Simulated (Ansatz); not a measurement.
# Dy3TaF2: the cost of one run

Method: DFT PBE, scalar-relativistic, plane waves, PAW; 4f electrons in the core of a trivalent norm-conserving potential, in Ansatz 0.2.0.

1 further run of the same task is left out (it didn't finish).

## 1. The structure to begin with

Symmetry: P6/mmm, No. 191, hexagonal system. Conventional cell: a = 6.054 Å, b = 6.054 Å, c = 3.535 Å, α = 90.00°, β = 90.00°, γ = 120.00°. Dy (site symmetry mmm) is surrounded by 4 F at 2.49 Å. Around Ta (site symmetry 6/mmm) lie 6 F at 3.50 Å and 12 Dy at 3.51 Å and 2 Ta at 3.54 Å. F (site symmetry -6m2) is surrounded by 6 Dy at 2.49 Å and 3 Ta at 3.50 Å.

As a file:

```
CELL_PARAMETERS angstrom
6.05386 0.00000 0.00000
-3.02693 5.24280 0.00000
0.00000 0.00000 3.53535
ATOMIC_POSITIONS crystal
Dy 0.00000 0.50000 0.00000
Dy 0.50000 0.00000 0.00000
Dy 0.50000 0.50000 0.00000
Ta 0.00000 0.00000 0.50000
F 0.33333 0.66667 0.50000
F 0.66667 0.33333 0.50000
```

Recipe of the guess: species swapped into a database cell of TbB2Rh3 (P6/mmm, No. 191), with Ta on the Tb sites, F on the B sites and Dy on the Rh sites. The dimensions are guesses.

## 2. A first look at the guess

The input, input.yaml:

```yaml
crystal:
  lattice:
    - [6.05386099, 0.0, 0.0]
    - [-3.02693049, 5.24279741, 0.0]
    - [0.0, 0.0, 3.53534635]
  atoms:
    - { symbol: Dy, position: [0.0, 0.5, 0.0] }
    - { symbol: Dy, position: [0.5, 0.0, 0.0] }
    - { symbol: Dy, position: [0.5, 0.5, 0.0] }
    - { symbol: Ta, position: [0.0, 0.0, 0.5] }
    - { symbol: F, position: [0.33333333, 0.66666667, 0.5] }
    - { symbol: F, position: [0.66666667, 0.33333333, 0.5] }
basis:
  ecutwfc: 630
kpoints:
  mp_grid: { grid: [3, 3, 6] }
hamiltonian:
  xc: pbe
  pseudopotentials:
    kind: paw
    azcp: { Dy: "pseudopotentials/pbe/nc/lanthanide_3plus/Dy.nc.azcp" }
scf:
  occupations: { method: gaussian, width: 0.1 }
  lower_state_search: "off"
output:
  forces: true
  stress: true
  eigenvalues: true
```

The run is started by

```
$ ansatz run input.yaml --threads 1 --pin off --max-ram 2560MiB --backend cpu --events-out ev --progress --plain --runs-dir out
```

**Question.** How long does this run take on 1 thread of Arm Neoverse V2, shared host, and how much memory does it need?

About 7.7 s, with a peak of 0.4 GiB.
